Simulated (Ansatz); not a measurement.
# C2H6BrFGaN: small, medium and large basis sets

One table from this session's results is given with a row withheld; the runs are named, their logs left out.

Method: one geometry, several basis sets; program: Ansatz 0.2.0, Gaussian basis.

Levels to be run: PBE0-D4/def2-SVP; ωB97M-V/def2-SVP; PBE0-D4/def2-QZVPP; ωB97M-V/def2-QZVPP; the functionals' def2-TZVPP values are taken from earlier runs.

## The relaxed structure

The geometry comes from an earlier relaxation with PBE0-D4 in a triple-zeta def2 set; it is a stationary point, not always the lowest conformer.

SMILES `C[N](C)[Ga]([F])[Br]`, 12 atoms, charge 0, spin multiplicity 1.

Atoms are counted from 1 here; the program's logs count them from 0.

Bond lengths: C1–N2 1.441 Å, C1–H7 1.098 Å, C1–H8 1.098 Å, C1–H9 1.092 Å, N2–C3 1.443 Å, N2–Ga4 1.795 Å, C3–H10 1.091 Å, C3–H11 1.098 Å, C3–H12 1.098 Å, Ga4–F5 1.747 Å, Ga4–Br6 2.262 Å. Angles: N2–C1–H7 111.2°, N2–C1–H8 111.2°, N2–C1–H9 110.9°, H7–C1–H8 107.5°, H7–C1–H9 107.9°, H8–C1–H9 107.9°, C1–N2–C3 114.4°, C1–N2–Ga4 123.6°, C3–N2–Ga4 122.0°, N2–C3–H10 110.8°, N2–C3–H11 111.2°, N2–C3–H12 111.1°, H10–C3–H11 108.0°, H10–C3–H12 108.0°, H11–C3–H12 107.5°, N2–Ga4–F5 117.9°, N2–Ga4–Br6 124.3°, F5–Ga4–Br6 117.8°.

The first run:

Input file in.yaml:

```yaml
crystal:
  periodic: [false, false, false]
  atoms:
    - {symbol: C, position_ang: [-0.607706, -0.580663, 1.148324]}
    - {symbol: N, position_ang: [0.011804, 0.003233, -0.014247]}
    - {symbol: C, position_ang: [1.032789, -0.816210, -0.622098]}
    - {symbol: Ga, position_ang: [-0.433959, 1.611672, -0.673732]}
    - {symbol: F, position_ang: [0.413145, 2.175273, -2.094333]}
    - {symbol: Br, position_ang: [-2.020038, 2.958793, 0.213021]}
    - {symbol: H, position_ang: [0.131832, -0.777207, 1.936396]}
    - {symbol: H, position_ang: [-1.092389, -1.535559, 0.903607]}
    - {symbol: H, position_ang: [-1.368114, 0.085059, 1.560933]}
    - {symbol: H, position_ang: [1.462590, -0.318007, -1.492604]}
    - {symbol: H, position_ang: [0.623595, -1.781122, -0.950781]}
    - {symbol: H, position_ang: [1.846460, -1.025282, 0.085513]}
basis:
  gaussian: {orbitals: def2-SVP}
hamiltonian: {xc: pbe0, dispersion: d4}
output: {orbitals: {seedname: orbitals}}
```

Among the steps run: PBE0-D4 in def2-SVP; ωB97M-V in def2-SVP; PBE0-D4 in def2-QZVPP; ωB97M-V in def2-QZVPP.

One of the session's tables, all rows but one given; the rest of the session is left out.

It belongs to the step «Functionals by basis». 

```
functional       basis  HOMO (eV)
   PBE0-D4    def2-SVP      -6.79
   PBE0-D4  def2-TZVPP          ?
   PBE0-D4  def2-QZVPP      -6.91
   ωB97M-V    def2-SVP      -9.06
   ωB97M-V  def2-TZVPP      -9.17
   ωB97M-V  def2-QZVPP      -9.19
```

Q: Estimate the row for PBE0-D4, def2-TZVPP from the others.

**Answer.** HOMO (eV): -6.88. In the column «HOMO (eV)» it lies between PBE0-D4, def2-QZVPP (-6.91) and PBE0-D4, def2-SVP (-6.79).
